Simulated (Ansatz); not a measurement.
# AlSi23HO48: the cost of one run

Method: DFT r2SCAN, scalar-relativistic, plane waves, PAW, in Ansatz 0.2.0.

## Step 1: The system as given

It takes space group P1 (No. 1, triclinic). The conventional cell has a = 9.832 Å, b = 9.832 Å, c = 10.818 Å, α = 90.00°, β = 90.00°, γ = 120.00°. Around Si (site symmetry 1) lie 4 O at 1.62 to 1.63 Å. Around Si (site symmetry 1) lie 4 O at 1.62 to 1.64 Å. O (site symmetry 1) has 2 Si at 1.63 to 1.64 Å as nearest neighbours. Around O (site symmetry 1) lie 2 Si at 1.63 Å. O (site symmetry 1) is surrounded by 2 Si at 1.62 Å. O (site symmetry 1) is surrounded by 2 Si at 1.62 to 1.63 Å. Around O (site symmetry 1) lie 2 Si at 1.62 to 1.64 Å. Only part of the 73 independent sites is listed.

As a file:

```
CELL_PARAMETERS angstrom
9.83160 0.00000 0.00000
-4.91580 8.51441 0.00000
0.00000 0.00000 10.81820
ATOMIC_POSITIONS crystal
Si 0.27079 0.00015 0.16023
Si 0.00311 0.27388 0.33726
Si 0.22577 0.23272 0.00106
O 0.06700 0.20146 0.44238
O 0.29337 0.36357 0.11091
O 0.14244 0.43808 0.28162
O 0.20473 0.06878 0.05358
O 0.35637 0.28341 0.38113
O 0.43744 0.13642 0.21519
Si 0.26626 0.99635 0.66158
Si 0.99733 0.26954 0.83715
Si 0.23246 0.22407 0.49660
O 0.05727 0.20094 0.95008
O 0.30109 0.34612 0.60882
O 0.13444 0.43353 0.78725
O 0.20073 0.05380 0.54667
O 0.35299 0.29618 0.88785
O 0.42709 0.13776 0.72148
Si 0.26838 0.50202 0.16888
Si 0.00460 0.77041 0.33325
Si 0.23075 0.72808 0.99527
O 0.07156 0.71361 0.44681
O 0.30131 0.86718 0.09818
O 0.14159 0.93030 0.27060
O 0.20289 0.56748 0.05903
O 0.36420 0.80360 0.38312
O 0.43535 0.64070 0.22163
Al 0.26001 0.48562 0.66354
Si 0.99830 0.76606 0.83163
Si 0.23774 0.73554 0.49726
O 0.06615 0.70237 0.94070
O 0.30415 0.86412 0.61004
O 0.13527 0.92727 0.77156
O 0.21527 0.57371 0.54738
O 0.35596 0.77876 0.88022
O 0.45522 0.62068 0.73690
Si 0.76902 0.00998 0.16579
Si 0.49877 0.26303 0.32820
Si 0.72711 0.23496 0.99833
O 0.56746 0.20103 0.43809
O 0.79211 0.36397 0.10917
O 0.63540 0.43190 0.27653
O 0.69824 0.06889 0.05457
O 0.86991 0.30558 0.39763
O 0.93027 0.15143 0.22209
Si 0.76994 0.00285 0.66561
Si 0.48972 0.26907 0.82993
Si 0.73085 0.23360 0.50056
O 0.56573 0.21551 0.93992
O 0.77804 0.35689 0.61509
O 0.61637 0.44059 0.76892
O 0.70681 0.06948 0.55560
O 0.85424 0.29268 0.88760
O 0.93113 0.13755 0.72655
Si 0.76876 0.50191 0.16919
Si 0.50087 0.77287 0.33079
Si 0.74444 0.74466 0.00645
O 0.57139 0.71435 0.44206
O 0.80850 0.87856 0.11256
O 0.63890 0.93752 0.27499
O 0.71264 0.57825 0.06095
O 0.86704 0.80139 0.38565
O 0.93444 0.63426 0.22733
Si 0.75748 0.50063 0.66414
Si 0.50876 0.77017 0.84005
Si 0.73678 0.74008 0.49528
O 0.57715 0.71789 0.95441
O 0.79784 0.86549 0.60931
O 0.63403 0.92975 0.77281
O 0.70533 0.57295 0.55080
O 0.86631 0.80038 0.89095
O 0.92055 0.63170 0.72558
H 0.49982 0.57443 0.74611
```

The structure rests on an entry of the Crystallography Open Database; cell or positions may have been set otherwise for this series.

## Step 2: Single point: AlSi23HO48 defect cell, no spin

Input file input.yaml:

```yaml
crystal:
  lattice:
    - [9.8316, 0.0, 0.0]
    - [-4.9158, 8.514415, 0.0]
    - [0.0, 0.0, 10.8182]
  atoms:
    - { symbol: Si, position: [0.270791, 0.00015238, 0.160228] }
    - { symbol: Si, position: [0.0031078, 0.273878, 0.337256] }
    - { symbol: Si, position: [0.225767, 0.232716, 0.0010558] }
    - { symbol: O, position: [0.066999, 0.201456, 0.442384] }
    - { symbol: O, position: [0.293368, 0.363573, 0.110912] }
    - { symbol: O, position: [0.142444, 0.438081, 0.281624] }
    - { symbol: O, position: [0.204728, 0.068782, 0.053579] }
    - { symbol: O, position: [0.356366, 0.283414, 0.381132] }
    - { symbol: O, position: [0.437435, 0.136423, 0.215189] }
    - { symbol: Si, position: [0.26626, 0.9963501, 0.661583] }
    - { symbol: Si, position: [0.9973292, 0.269535, 0.837151] }
    - { symbol: Si, position: [0.232457, 0.224068, 0.496595] }
    - { symbol: O, position: [0.057269, 0.200939, 0.950083] }
    - { symbol: O, position: [0.301087, 0.346121, 0.608823] }
    - { symbol: O, position: [0.134444, 0.433534, 0.787249] }
    - { symbol: O, position: [0.200733, 0.053805, 0.546667] }
    - { symbol: O, position: [0.352994, 0.296184, 0.887852] }
    - { symbol: O, position: [0.42709, 0.137759, 0.721478] }
    - { symbol: Si, position: [0.26838, 0.502017, 0.168881] }
    - { symbol: Si, position: [0.004604, 0.770405, 0.333245] }
    - { symbol: Si, position: [0.230749, 0.728077, 0.9952677] }
    - { symbol: O, position: [0.071558, 0.713613, 0.44681] }
    - { symbol: O, position: [0.301315, 0.867176, 0.098176] }
    - { symbol: O, position: [0.141589, 0.930296, 0.270604] }
    - { symbol: O, position: [0.202891, 0.567483, 0.059035] }
    - { symbol: O, position: [0.364202, 0.803603, 0.383117] }
    - { symbol: O, position: [0.435354, 0.6407, 0.221629] }
    - { symbol: Al, position: [0.260015, 0.485616, 0.663538] }
    - { symbol: Si, position: [0.9983032, 0.766062, 0.831627] }
    - { symbol: Si, position: [0.237744, 0.735544, 0.49726] }
    - { symbol: O, position: [0.066152, 0.702368, 0.940699] }
    - { symbol: O, position: [0.304146, 0.864122, 0.610036] }
    - { symbol: O, position: [0.135272, 0.927265, 0.771561] }
    - { symbol: O, position: [0.215266, 0.57371, 0.547382] }
    - { symbol: O, position: [0.355962, 0.77876, 0.880222] }
    - { symbol: O, position: [0.45522, 0.620683, 0.736898] }
    - { symbol: Si, position: [0.769023, 0.0099828, 0.165791] }
    - { symbol: Si, position: [0.498768, 0.263027, 0.328203] }
    - { symbol: Si, position: [0.727105, 0.234956, 0.9983316] }
    - { symbol: O, position: [0.56746, 0.201027, 0.438093] }
    - { symbol: O, position: [0.792112, 0.363966, 0.109168] }
    - { symbol: O, position: [0.635401, 0.431902, 0.276533] }
    - { symbol: O, position: [0.698238, 0.068891, 0.05457] }
    - { symbol: O, position: [0.869911, 0.305576, 0.397629] }
    - { symbol: O, position: [0.93027, 0.151433, 0.222093] }
    - { symbol: Si, position: [0.769937, 0.0028498, 0.665605] }
    - { symbol: Si, position: [0.489717, 0.269074, 0.829928] }
    - { symbol: Si, position: [0.730848, 0.233604, 0.500564] }
    - { symbol: O, position: [0.565732, 0.215511, 0.939921] }
    - { symbol: O, position: [0.778037, 0.356891, 0.615095] }
    - { symbol: O, position: [0.616369, 0.440585, 0.768916] }
    - { symbol: O, position: [0.706808, 0.069481, 0.5556] }
    - { symbol: O, position: [0.854238, 0.292675, 0.887601] }
    - { symbol: O, position: [0.931132, 0.137553, 0.72655] }
    - { symbol: Si, position: [0.768762, 0.501907, 0.169191] }
    - { symbol: Si, position: [0.500874, 0.772865, 0.330792] }
    - { symbol: Si, position: [0.744436, 0.74466, 0.0064547] }
    - { symbol: O, position: [0.571395, 0.714348, 0.44206] }
    - { symbol: O, position: [0.808499, 0.878563, 0.112562] }
    - { symbol: O, position: [0.638896, 0.937519, 0.274987] }
    - { symbol: O, position: [0.712642, 0.578248, 0.06095] }
    - { symbol: O, position: [0.867044, 0.80139, 0.385645] }
    - { symbol: O, position: [0.934444, 0.634255, 0.227332] }
    - { symbol: Si, position: [0.757478, 0.500633, 0.664139] }
    - { symbol: Si, position: [0.508757, 0.77017, 0.84005] }
    - { symbol: Si, position: [0.736776, 0.740085, 0.495276] }
    - { symbol: O, position: [0.577153, 0.71789, 0.954413] }
    - { symbol: O, position: [0.79784, 0.865486, 0.609311] }
    - { symbol: O, position: [0.634029, 0.929753, 0.772806] }
    - { symbol: O, position: [0.705334, 0.572953, 0.550798] }
    - { symbol: O, position: [0.866311, 0.800378, 0.890946] }
    - { symbol: O, position: [0.920551, 0.631705, 0.725582] }
    - { symbol: H, position: [0.49981865, 0.57442772, 0.74610748] }
scf:
  occupations: { method: gaussian, width: 0.02 }
output:
  stress: false
  eigenvalues: true
kpoints:
  mp_grid: { grid: [1, 1, 1] }
hamiltonian:
  xc: r2scan
```

Launch:

```
ansatz run input.yaml --threads 4 --pin off --max-ram 16384MiB --backend cpu --events-out ev --progress --plain --runs-dir out
```

Q: Estimate wall time and peak memory on 4 threads of AMD EPYC 9R45 (Zen 5), shared host.

About 7.3 s, with a peak of 2.4 GiB.
